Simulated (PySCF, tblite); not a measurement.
# Ga₁₅N₁₅H₁₈: electronic excitations

Wanted: electronic excitations for Ga₁₅N₁₅H₁₈.

Programs: tblite 0.8.0 and PySCF 2.14.0, with routines of our own; each step states its level. All values are computed. Atoms count from 0.

## 1. The system as given

48 atoms, charge 0, multiplicity 1; geometry from: force field, distance geometry or constructed start.

## 2. Relaxing the molecule with GFN2-xTB

Job settings and geometry (Å):

```
{"job": {"kind": "relax", "xc": "GFN2-xTB", "basis": "xTB"}, "charge": 0, "multiplicity": 1}
N      4.811300     0.859500    -0.001600
Ga     3.201100     1.788900    -0.006900
N      1.607300     0.859000     0.001000
Ga     1.601400    -0.984300    -0.006200
N      3.203300    -1.914900     0.003400
Ga     4.803100    -0.989200    -0.002600
N     -8.010600     0.863000    -0.003300
Ga    -9.609500     1.789000     0.001500
N    -11.212300     0.859200    -0.000400
Ga   -11.217800    -0.989500     0.001600
N     -9.615000    -1.914900    -0.002100
Ga    -8.013200    -0.990700    -0.000000
N     -1.605500     0.862000     0.005000
Ga    -3.202100     1.785700    -0.002700
N     -4.808600     0.866400     0.000200
Ga    -4.808300    -0.988100     0.006300
N     -3.203900    -1.911800     0.000900
Ga    -1.603200    -0.992100    -0.001000
Ga    -0.000600     1.788100     0.002500
N      0.002800    -1.912800     0.002700
N      8.008400     0.865100     0.001500
Ga     6.407700     1.787800    -0.000200
N      6.412000    -1.909100     0.006600
Ga     8.006500    -0.993000    -0.001500
N     11.215500     0.863900     0.000900
Ga     9.606800     1.785400     0.002500
N      9.613600    -1.911400    -0.000700
Ga    11.214400    -0.988100     0.001200
Ga    -6.408000     1.786700    -0.002000
N     -6.407500    -1.913300     0.003400
H      3.207900     3.336800    -0.001100
H      3.202400    -2.952400     0.000200
H     -9.613900     3.336300    -0.001900
H    -12.113600     1.379900     0.003700
H    -12.556200    -1.761900    -0.003300
H     -9.612400    -2.951500    -0.002900
H     -3.205100     3.336300    -0.004100
H     -3.203400    -2.951200    -0.002600
H      0.001100     3.332300    -0.000100
H     -0.004800    -2.950300     0.001200
H      6.408500     3.333900     0.003800
H      6.414500    -2.959300     0.003700
H     12.120600     1.382200    -0.003600
H      9.615500     3.335700    -0.001800
H      9.609200    -2.952000     0.002400
H     12.555500    -1.762100    -0.003400
H     -6.406200     3.336300    -0.000600
H     -6.408900    -2.951100     0.002300
```

On the command line:

```sh
$ OMP_NUM_THREADS=4 python large_run.py task.json out
```

This one command runs all jobs of the session in turn.

What it wrote:

```text
step      E/eV     max force
  0   -1935.92434    1.203
  1   -1936.02010    0.257
  2   -1936.03579    0.243
  3   -1936.05404    0.188
  4   -1936.06183    0.182
  5   -1936.07347    0.146
  6   -1936.07777    0.109
  7   -1936.08095    0.119
  8   -1936.08363    0.110
  9   -1936.08560    0.065
 10   -1936.08634    0.041
 11   -1936.08659    0.026
 12   -1936.08674    0.026
 13   -1936.08690    0.027
 14   -1936.08704    0.025
 15   -1936.08718    0.020
```

It took 2.3 s on 4 threads of Arm Neoverse N1, shared host; peak memory 0.16 GiB.

Along the way:

```
step  energy from step 0 (eV)  largest force (eV/Å)
   0                   0.0000                1.2033
   1                  -0.0958                0.2571
   2                  -0.1114                0.2422
   3                  -0.1297                0.1883
   4                  -0.1375                0.1821
   5                  -0.1491                0.1460
   6                  -0.1534                0.1091
   7                  -0.1566                0.1184
   8                  -0.1593                0.1097
   9                  -0.1613                0.0646
  10                  -0.1620                0.0412
  11                  -0.1622                0.0264
  12                  -0.1624                0.0263
  13                  -0.1626                0.0269
  14                  -0.1627                0.0258
  15                  -0.1628                0.0197
```

Close pairs (by a distance rule), those that changed most:

```
   bond  before (Å)  after (Å)  change (Å)
N22–H41       1.050      1.015      -0.035
N24–H42       1.043      1.018      -0.025
N16–H37       1.039      1.015      -0.025
N26–H44       1.041      1.017      -0.024
 N8–H33       1.041      1.018      -0.023
N29–H47       1.038      1.015      -0.023
 N4–H31       1.038      1.015      -0.023
N19–H39       1.038      1.015      -0.023
```

The next job starts from the end point, and lists it.

## 3. Electronic excitations: TDDFT PBE/def2-SVP

Job settings and geometry (Å):

```
{"job": {"kind": "uv", "basis": "def2-SVP", "grid": 1, "kgrid": 0, "vcut": null, "nstates": 6, "ntriplets": 2, "tda": false, "delta": ["ip_vertical"], "pop": true, "xc": "PBE"}, "charge": 0, "multiplicity": 1}
N      4.809616     0.851461    -0.004156
Ga     3.208893     1.754676    -0.002338
N      1.604035     0.855161    -0.002212
Ga     1.601057    -0.993994    -0.000488
N      3.201723    -1.899464     0.001406
Ga     4.802983    -0.995802    -0.000126
N     -8.021138     0.860749    -0.002372
Ga    -9.613952     1.797997    -0.000387
N    -11.188276     0.840682     0.001195
Ga   -11.241495    -1.004059    -0.000789
N     -9.631900    -1.886345    -0.001716
Ga    -8.014358    -0.990802    -0.000376
N     -1.603425     0.855276     0.003333
Ga    -3.207666     1.755822    -0.000397
N     -4.809219     0.853573     0.000622
Ga    -4.803541    -0.994265     0.001773
N     -3.202126    -1.898255     0.000733
Ga    -1.601595    -0.993470     0.001500
Ga     0.000200     1.756255     0.000713
N     -0.000557    -1.898077     0.000826
N      8.021322     0.861094     0.000776
Ga     6.412638     1.756680     0.000637
N      6.407583    -1.894406     0.005879
Ga     8.013451    -0.990692     0.001267
N     11.188777     0.841390     0.000803
Ga     9.614238     1.798462     0.000246
N      9.631590    -1.885518    -0.000863
Ga    11.241325    -1.003414    -0.000534
Ga    -6.413216     1.757477    -0.000915
N     -6.407930    -1.893490     0.004101
H      3.210363     3.310866    -0.002372
H      3.198877    -2.914122    -0.000220
H     -9.603250     3.348330    -0.001242
H    -12.069594     1.350019     0.003394
H    -12.582751    -1.775797    -0.002481
H     -9.603718    -2.902546    -0.002285
H     -3.208134     3.312299    -0.004490
H     -3.200602    -2.912895    -0.001749
H      0.000624     3.312586     0.000549
H     -0.000683    -2.912831     0.000609
H      6.412234     3.314665     0.003430
H      6.405053    -2.909346     0.002903
H     12.070250     1.350487    -0.002378
H      9.603508     3.348697    -0.001052
H      9.603219    -2.901727     0.002237
H     12.581871    -1.776357    -0.002767
H     -6.412699     3.315242    -0.001057
H     -6.403764    -2.908421     0.002677
```

Level: TDDFT PBE/def2-SVP, vertical, gas phase, core orbitals frozen in the response.

What it wrote:

```text
start: PBE on a coarse grid of 218816 points
cycle   1  E = -29694.2651185458  dE = -3.078e+00  |g| = 3.384e+00  |ddm| = 9.246e+00
cycle   2  E = -29684.9143993367  dE =  9.351e+00  |g| = 7.015e+00  |ddm| = 8.555e+00
cycle   3  E = -29695.5691415188  dE = -1.065e+01  |g| = 1.351e+00  |ddm| = 7.311e+00
cycle   4  E = -29696.0444597137  dE = -4.753e-01  |g| = 2.434e-01  |ddm| = 1.461e+00
cycle   5  E = -29696.0324594243  dE =  1.200e-02  |g| = 2.902e-01  |ddm| = 5.106e-01
cycle   6  E = -29696.0550332288  dE = -2.257e-02  |g| = 5.808e-02  |ddm| = 3.021e-01
cycle   7  E = -29696.0559665221  dE = -9.333e-04  |g| = 1.668e-02  |ddm| = 7.787e-02
cycle   8  E = -29696.0560208665  dE = -5.434e-05  |g| = 9.582e-03  |ddm| = 2.179e-02
final grid: 218816 points
cycle   9  E = -29696.0558804688  dE =  1.404e-04  |g| = 2.607e-02  |ddm| = 3.038e-02
cycle  10  E = -29696.0546795136  dE =  1.201e-03  |g| = 7.487e-02  |ddm| = 8.524e-02
cycle  11  E = -29696.0560317296  dE = -1.352e-03  |g| = 6.170e-03  |ddm| = 6.401e-02
cycle  12  E = -29696.0560477737  dE = -1.604e-05  |g| = 9.616e-04  |ddm| = 5.531e-03
cycle  13  E = -29696.0560468963  dE =  8.775e-07  |g| = 2.103e-04  |ddm| = 8.293e-04
cycle  14  E = -29696.0560513447  dE = -4.448e-06  |g| = 6.016e-05  |ddm| = 2.394e-04
converged SCF energy = -29696.0560513447

Static polarisability (au): isotropic 549.292, principal 265.863 476.249 905.764

Singlet excitations
state   eV       nm        f      main configurations
  1   3.6436    340.3   0.00000   H->L 0.99
  2   3.7176    333.5   0.00000   H-1->L 0.99
  3   3.8832    319.3   0.00000   H-2->L 0.99
  4   3.9422    314.5   0.00000   H->L+1 0.98
  5   4.0301    307.6   0.00000   H-1->L+1 0.99
  6   4.0738    304.3   0.00000   H-3->L 0.99

Triplet excitations (Tamm-Dancoff, eV): 3.5695 3.6589
```

Run time: 1.9 min. Hardware: 4 threads of Arm Neoverse N1, shared host; peak memory 2.6 GiB.

Warnings kept with the result: ip_vertical: open-shell SCF did not converge.

The orbitals next to the gap, with their largest atomic shares:

```
orbital     eV                           atoms
 HOMO−4  -5.77     N14 12 %, N0 12 %, N20 12 %
 HOMO−3  -5.74      N24 12 %, N8 12 %, N2 10 %
 HOMO−2  -5.55    N19 16 %, N26 12 %, N10 12 %
 HOMO−1  -5.39     N29 16 %, N22 16 %, N26 8 %
   HOMO  -5.30     N19 19 %, N4 16 %, N16 16 %
   LUMO  -1.69     Ga3 7 %, Ga17 7 %, Ga18 7 %
 LUMO+1  -1.39     Ga11 7 %, Ga23 7 %, Ga5 6 %
 LUMO+2  -1.06  Ga7 12 %, Ga13 11 %, Ga25 11 %
 LUMO+3  -1.02  Ga25 19 %, Ga7 18 %, Ga27 16 %
```

Ground-state properties from the same run:

```
           property  computed
  dipole moment (D)      5.74
polarisability (Å³)     81.40
 HOMO–LUMO gap (eV)      3.61
      −ε(HOMO) (eV)      5.30
```

## 4. Summary of results

```
                     quantity                        value
lowest singlet (PBE/def2-SVP)  3.64 eV (340 nm), f = 0.000
               lowest triplet                      3.57 eV
```

In words: The first singlet state (HOMO→LUMO 0.99) lies at 3.64 eV and is dark. The lowest triplet lies 0.07 eV below the lowest singlet (triplets in Tamm-Dancoff, singlets in full TDDFT).
